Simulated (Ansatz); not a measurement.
# LaIn (Pm-3m): convergence test of the plane-wave cutoff from a Python script

The task is a convergence test of the plane-wave cutoff, for LaIn (Pm-3m).

Computed with Ansatz 0.2.0 through its Python package. Level of theory: DFT PBEsol, plane waves, PAW.

### Step 1. Starting point

It takes space group Pm-3m (No. 221, cubic). Conventional cell: a = 3.954 Å, b = 3.954 Å, c = 3.954 Å, α = 90.00°, β = 90.00°, γ = 90.00°. La (site symmetry m-3m) is surrounded by 8 In at 3.42 Å. In (site symmetry m-3m) is surrounded by 8 La at 3.42 Å.

No structure file is read: the coordinates are typed or built in the script.

### Step 2. The script

Contents of ecut_lain.py:

```python
import warnings

import ansatz as az

warnings.simplefilter('ignore', az.DeckWarning)

cell = (
    az.Lattice.of((3.95407724, 0.0, 0.0), (0.0, 3.95407724, 0.0), (0.0, 0.0, 3.95407724))
    .atom('La', (0.5, 0.5, 0.5))
    .atom('In', (0.0, 0.0, 0.0))
)

setup = (
    cell.calculation()
    .functional('pbesol')
    .kpoints(7, 7, 7)
    .occupations('fermi_dirac', width=0.15)
)

rows = []
for value in [300, 400, 500, 600, 700, 800]:
    r = setup.basis(value).run().report
    rows.append((value, r['free_energy_ev'] / len(r['lattice']['sites']), r['n_iterations'], r['n_pw']))

print(' cutoff (eV)   F/atom (eV)    iterations   plane waves')
for row in rows:
    print(f'{str(row[0]):>12s}  {row[1]:12.5f}  {row[2]:12d}  {row[3]:12d}')

for row in rows[:-1]:
    shift = 1000 * (row[1] - rows[-1][1])
    print(f'{row[0]}: {shift:+.2f} meV/atom' + ('  (within 5 meV)' if abs(shift) < 5 else ''))
```

### Step 3. The calls as engine input

The engine receives this input (first run):

```yaml
crystal:
  lattice:
    - [3.95407724, 0.0, 0.0]
    - [0.0, 3.95407724, 0.0]
    - [0.0, 0.0, 3.95407724]
  atoms:
    - { symbol: La, position: [0.5, 0.5, 0.5] }
    - { symbol: In, position: [0.0, 0.0, 0.0] }
basis:
  ecutwfc: 300.0
kpoints:
  mp_grid:
    grid: [7, 7, 7]
hamiltonian:
  xc: pbesol
scf:
  occupations:
    method: fermi_dirac
    width: 0.15
```

### Step 4. Running it

The run is started by

```console
$ python ecut_lain.py
```

Log:

```text
 cutoff (eV)   F/atom (eV)    iterations   plane waves
         300   -5843.82689             6           739
         400   -5843.88190             6          1141
         500   -5843.88261             6          1551
         600   -5843.88275             6          2103
         700   -5843.88283             6          2553
         800   -5843.88285             6          3191
300: +55.96 meV/atom
400: +0.94 meV/atom  (within 5 meV)
500: +0.24 meV/atom  (within 5 meV)
600: +0.09 meV/atom  (within 5 meV)
700: +0.02 meV/atom  (within 5 meV)
```

Run time: 13 s. Hardware: 1 thread, shared host.

### Step 5. Inputs of later runs

The engine's inputs for some of the other runs:

Run 2, against run 1:

```diff
@@ -10 +10 @@
-  ecutwfc: 300.0
+  ecutwfc: 400.0
```

Run 4, against run 1:

```diff
@@ -10 +10 @@
-  ecutwfc: 300.0
+  ecutwfc: 600.0
```

Run 6, against run 1:

```diff
@@ -10 +10 @@
-  ecutwfc: 300.0
+  ecutwfc: 800.0
```

Lines on the test bed's own set-up are left out of the output.

### Step 6. Run by run

One row for each of the 6 runs:

```csv
run,cutoff (eV),energy from run 6 (meV/atom),SCF cycles,CPU time (s)
1,300,55.96,6,0.75
2,400,0.94,6,1.2
3,500,0.24,6,1
4,600,0.09,6,1.2
5,700,0.02,6,2.8
6,800,0.00,6,3
```

Energies are free energies F = E - TS of the smeared occupations. 

### Step 7. Results

```
                              quantity           value
                         runs compared               6
       last run but one, from the last  +0.02 meV/atom
within 5 meV/atom of the last run from             400
```

**Reading.** Run 1 has a cutoff under the recommended one, so what rests on it isn't a property of the system. From 400 eV on it stays within 5 meV an atom of the value at 800 eV; the first row (300 eV) is off by 56.0 meV and the last but one by 0.02 meV. The energy falls steadily, as expected when plane waves are added. The mesh is modest for a metal, so energies can be off by several to tens of meV an atom and pressures by half a GPa or more; differences at equal mesh fare better. The smearing is wide enough that free energy and stress hold a thermal part of the electrons. This cell is a computed structure, which may not be the phase found in nature. Shifts are counted from the last row, which is itself no proven limit.
